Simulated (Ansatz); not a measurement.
**C4H8O2Si: up Jacob's ladder to CCSD(T)**

Aim: compute C4H8O2Si with functionals from several rungs and with coupled cluster. The yardstick is the atomisation energy at the CCSD(T) limit.

Computed with Ansatz 0.2.0, Gaussian basis. Level: functionals in def2-TZVPP, the program's frozen cores in correlated methods.

Plan: PBE-D4, r2SCAN-D4, PBE0-D4, B3LYP-D4, ωB97X-V, ωB97M-V, B2PLYP; CCSD(T)/def2-TZVPP; MP2/def2-QZVPP; extrapolation to the limit.

## (1) Structure used throughout

An earlier PBE0-D4 in a triple-zeta def2 set relaxation fixed the geometry.

SMILES `C=C[Si](O)(O)C=C`, 15 atoms, charge 0, spin multiplicity 1.

Atoms are counted from 1 here; the program's logs count them from 0.

Bond lengths: C1–C2 1.331 Å, C1–H8 1.086 Å, C1–H9 1.087 Å, C2–Si3 1.852 Å, C2–H10 1.089 Å, Si3–O4 1.647 Å, Si3–O5 1.649 Å, Si3–C6 1.854 Å, O4–H11 0.959 Å, O5–H12 0.958 Å, C6–C7 1.331 Å, C6–H13 1.090 Å, C7–H14 1.087 Å, C7–H15 1.087 Å. Angles: C2–C1–H8 121.2°, C2–C1–H9 122.2°, H8–C1–H9 116.6°, C1–C2–Si3 123.5°, C1–C2–H10 118.2°, Si3–C2–H10 118.3°, C2–Si3–O4 111.9°, C2–Si3–O5 104.5°, C2–Si3–C6 112.8°, O4–Si3–O5 111.6°, O4–Si3–C6 103.9°, O5–Si3–C6 112.4°, Si3–O4–H11 116.8°, Si3–O5–H12 117.2°, Si3–C6–C7 122.8°, Si3–C6–H13 119.0°, C7–C6–H13 118.2°, C6–C7–H14 121.5° and more.

## (2) PBE-D4 (GGA)

Contents of in.yaml:

```yaml
crystal:
  periodic: [false, false, false]
  atoms:
    - {symbol: C, position_ang: [-1.939380, 1.013381, -0.940368]}
    - {symbol: C, position_ang: [-0.795548, 0.367872, -1.155736]}
    - {symbol: Si, position_ang: [0.650947, 0.439635, -0.002021]}
    - {symbol: O, position_ang: [2.044840, 0.828602, -0.787863]}
    - {symbol: O, position_ang: [0.238936, 1.588545, 1.106046]}
    - {symbol: C, position_ang: [1.024085, -1.197521, 0.783450]}
    - {symbol: C, position_ang: [0.104510, -2.145861, 0.943200]}
    - {symbol: H, position_ang: [-2.079889, 1.628231, -0.056546]}
    - {symbol: H, position_ang: [-2.775142, 0.958994, -1.633190]}
    - {symbol: H, position_ang: [-0.706716, -0.236197, -2.058013]}
    - {symbol: H, position_ang: [2.052088, 1.657477, -1.269174]}
    - {symbol: H, position_ang: [0.735055, 1.604958, 1.925051]}
    - {symbol: H, position_ang: [2.037809, -1.399962, 1.127740]}
    - {symbol: H, position_ang: [-0.919852, -2.007170, 0.606818]}
    - {symbol: H, position_ang: [0.328245, -3.100993, 1.410607]}
basis:
  gaussian: {orbitals: def2-TZVPP}
hamiltonian: {xc: pbe, dispersion: d4}
output: {forces: true, orbitals: {seedname: orbitals}}
```

The run is started by

```console
$ ansatz run in.yaml --threads 2 --pin off --events-out ev --progress --plain --max-ram 22528MiB --backend cuda --devices 0, --max-vram 18GiB
```

The runs that follow: r2SCAN-D4 (meta-GGA); PBE0-D4 (hybrid); B3LYP-D4 (hybrid); ωB97X-V (range-separated); ωB97M-V (range-separated); B2PLYP (double hybrid); CCSD(T) in def2-TZVPP; MP2 in def2-QZVPP.

Q: Predict the results of all the runs planned. Wanted: atomisation energy, CCSD(T)/CBS; farthest; mean size of error, hybrid; mean size of error, range-separated; gap, smallest and largest; T1 diagnostic; triples share of the correlation energy.

The runs gave:

```
                               quantity                                           value
        atomisation energy, CCSD(T)/CBS                                   6324.7 kJ/mol
 functionals within 31.6 kJ/mol (0.5 %)  r2SCAN-D4, PBE0-D4, B3LYP-D4, ωB97X-V, ωB97M-V
                               farthest                          PBE-D4 (+117.0 kJ/mol)
             mean size of error, hybrid                                     11.6 kJ/mol
    mean size of error, range-separated                                     10.5 kJ/mol
              gap, smallest and largest            5.23 eV (PBE-D4), 11.99 eV (ωB97X-V)
                          T1 diagnostic                                          0.0118
triples share of the correlation energy                                           4.1 %
```

**Reading.** PBE-D4 misses by +117.0 kJ/mol. Double hybrids carry the basis error of their MP2 part in triple zeta, and no dispersion term here, so their miss is partly the set-up's. Misses under about 31.6 kJ/mol are within the doubt on the reference itself, which lacks core-valence correlation, relativity and higher excitations. Hartree-Fock recovers 73 % of the binding; the rest is correlation. The gap grows from 5.2 to 12.0 eV across the functionals, mostly with the share of exact exchange.
